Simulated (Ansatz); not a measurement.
# CH7AlBFSi: up Jacob's ladder to CCSD(T)

Aim: compute CH7AlBFSi with functionals from several rungs and with coupled cluster, and see how far each lands from CCSD(T) at the basis-set limit for the atomisation energy.

Method: functionals in def2-TZVPP, the program's frozen cores in correlated methods; program: Ansatz 0.2.0, Gaussian basis.

Levels to be run: PBE-D4, r2SCAN-D4, PBE0-D4, B3LYP-D4, ωB97X-V, ωB97M-V, B2PLYP; CCSD(T)/def2-TZVPP; MP2/def2-QZVPP; extrapolation to the limit.

## (1) Structure used throughout

An earlier PBE0-D4 in a triple-zeta def2 set relaxation fixed the geometry.

12 atoms, charge 0, spin multiplicity 1.

Atoms are counted from 1 here; the program's logs count them from 0.

Bond lengths: B1–Si2 1.856 Å, B1–Al4 2.153 Å, B1–H6 1.194 Å, B1–H7 1.231 Å, Si2–C3 1.863 Å, Si2–Al4 2.754 Å, Si2–H8 1.490 Å, C3–H9 1.094 Å, C3–H10 1.092 Å, C3–H11 1.091 Å, Al4–F5 1.653 Å, Al4–H12 1.579 Å. Angles: Si2–B1–Al4 86.4°, Si2–B1–H6 122.5°, Si2–B1–H7 118.9°, Al4–B1–H6 107.7°, Al4–B1–H7 68.7°, H6–B1–H7 118.1°, B1–Si2–C3 125.5°, B1–Si2–Al4 51.3°, B1–Si2–H8 122.9°, C3–Si2–Al4 126.0°, C3–Si2–H8 111.5°, Al4–Si2–H8 92.8°, Si2–C3–H9 109.8°, Si2–C3–H10 111.5°, Si2–C3–H11 110.5°, H9–C3–H10 107.5°, H9–C3–H11 108.4°, H10–C3–H11 109.1° and more.

## (2) PBE-D4 (GGA)

in.yaml

```yaml
crystal:
  periodic: [false, false, false]
  atoms:
    - {symbol: B, position_ang: [-0.859446, 1.060009, 0.545186]}
    - {symbol: Si, position_ang: [0.161868, -0.478847, 0.732591]}
    - {symbol: C, position_ang: [2.018530, -0.565329, 0.612004]}
    - {symbol: Al, position_ang: [-1.560527, 0.207429, -1.303399]}
    - {symbol: F, position_ang: [-1.355146, 1.175372, -2.627715]}
    - {symbol: H, position_ang: [-0.377138, 2.123273, 0.293887]}
    - {symbol: H, position_ang: [-2.086541, 0.962045, 0.534834]}
    - {symbol: H, position_ang: [-0.438533, -1.834291, 0.881425]}
    - {symbol: H, position_ang: [2.437142, -0.883607, 1.571175]}
    - {symbol: H, position_ang: [2.337201, -1.288773, -0.141478]}
    - {symbol: H, position_ang: [2.431282, 0.413729, 0.364992]}
    - {symbol: H, position_ang: [-2.631694, -0.946308, -1.429502]}
basis:
  gaussian: {orbitals: def2-TZVPP}
hamiltonian: {xc: pbe, dispersion: d4}
output: {forces: true, orbitals: {seedname: orbitals}}
```

Launch:

```sh
$ ansatz run in.yaml --threads 4 --pin off --events-out ev --progress --plain --max-ram 10444MiB
```

After this run come: r2SCAN-D4 (meta-GGA); PBE0-D4 (hybrid); B3LYP-D4 (hybrid); ωB97X-V (range-separated); ωB97M-V (range-separated); B2PLYP (double hybrid); CCSD(T) in def2-TZVPP; MP2 in def2-QZVPP.

Before running them: what should the planned runs give, taken together? Wanted: atomisation energy, CCSD(T)/CBS; farthest; mean size of error, hybrid; mean size of error, range-separated; gap, smallest and largest; T1 diagnostic; triples share of the correlation energy.

As calculated:

```
                               quantity                                value
        atomisation energy, CCSD(T)/CBS                       975.7 kcal/mol
functionals within 4.9 kcal/mol (0.5 %)  PBE0-D4, B3LYP-D4, ωB97X-V, ωB97M-V
                               farthest              B2PLYP (-12.1 kcal/mol)
             mean size of error, hybrid                         2.4 kcal/mol
    mean size of error, range-separated                         1.8 kcal/mol
              gap, smallest and largest  3.25 eV (PBE-D4), 9.11 eV (ωB97X-V)
                          T1 diagnostic                               0.0130
triples share of the correlation energy                                3.6 %
```

**Reading.** PBE-D4 is off by +7.9 kcal/mol. Double hybrids carry the basis error of their MP2 part in triple zeta, and no dispersion term here, so their miss is partly the set-up's. Misses under about 4.9 kcal/mol are within the doubt on the reference itself, which lacks core-valence correlation, relativity and higher excitations. Hartree-Fock recovers 76 % of the binding; the rest is correlation. The gap grows from 3.2 to 9.1 eV across the functionals, mostly with the share of exact exchange.
